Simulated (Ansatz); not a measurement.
# BClH4SSi: the cost of one run

Method: RKS B3LYP/def2-SVP, in Ansatz 0.2.0.

## (1) The starting structure

Bond lengths: B1–S2 1.752 Å, S2–Si3 2.173 Å, Si3–Cl4 1.993 Å, B1–H5 1.168 Å, B1–H6 1.166 Å, Si3–H7 1.456 Å, Si3–H8 1.455 Å. Angles: B1–S2–Si3 104.9°, S2–B1–H5 120.5°, S2–B1–H6 117.1°, H5–B1–H6 122.4°, S2–Si3–Cl4 106.8°, S2–Si3–H7 107.5°, S2–Si3–H8 108.4°, Cl4–Si3–H7 110.8°, Cl4–Si3–H8 110.8°, H7–Si3–H8 112.3°.

As a file:

```xyz
8

B     0.3258    1.7378   -0.3833
S    -0.4763    0.8036    0.8636
Si   -0.2453   -1.2679    0.2475
Cl   -0.7945   -2.3942    1.7971
H     0.8557    1.2034   -1.2771
H     0.3088    2.8985   -0.2710
H    -1.1267   -1.4870   -0.8902
H     1.1524   -1.4944   -0.0867
```

## (2) End point A

input.yaml

```yaml
crystal:
  periodic: [false, false, false]
  atoms:
    - { symbol: B, position_ang: [0.32581, 1.73783, -0.38334] }
    - { symbol: S, position_ang: [-0.47631, 0.80361, 0.86362] }
    - { symbol: Si, position_ang: [-0.24527, -1.26787, 0.24754] }
    - { symbol: Cl, position_ang: [-0.79447, -2.39421, 1.79713] }
    - { symbol: H, position_ang: [0.85574, 1.20345, -1.27705] }
    - { symbol: H, position_ang: [0.30884, 2.89853, -0.27098] }
    - { symbol: H, position_ang: [-1.12674, -1.48698, -0.89017] }
    - { symbol: H, position_ang: [1.15239, -1.49435, -0.08675] }
basis:
  gaussian: { orbitals: def2-SVP }
hamiltonian:
  xc: b3lyp
relax:
  f_tol: 0.015
  max_steps: 40
```

The run is started by

```sh
$ ansatz run input.yaml --threads 1 --pin off --max-ram 2048MiB --backend cpu --events-out ev --progress --plain --runs-dir out
```

**Question.** How long does this run take on 1 thread of AMD EPYC (Zen 3), shared host, and how much memory does it need?

About 2.1 min, with a peak of 0.19 GiB.
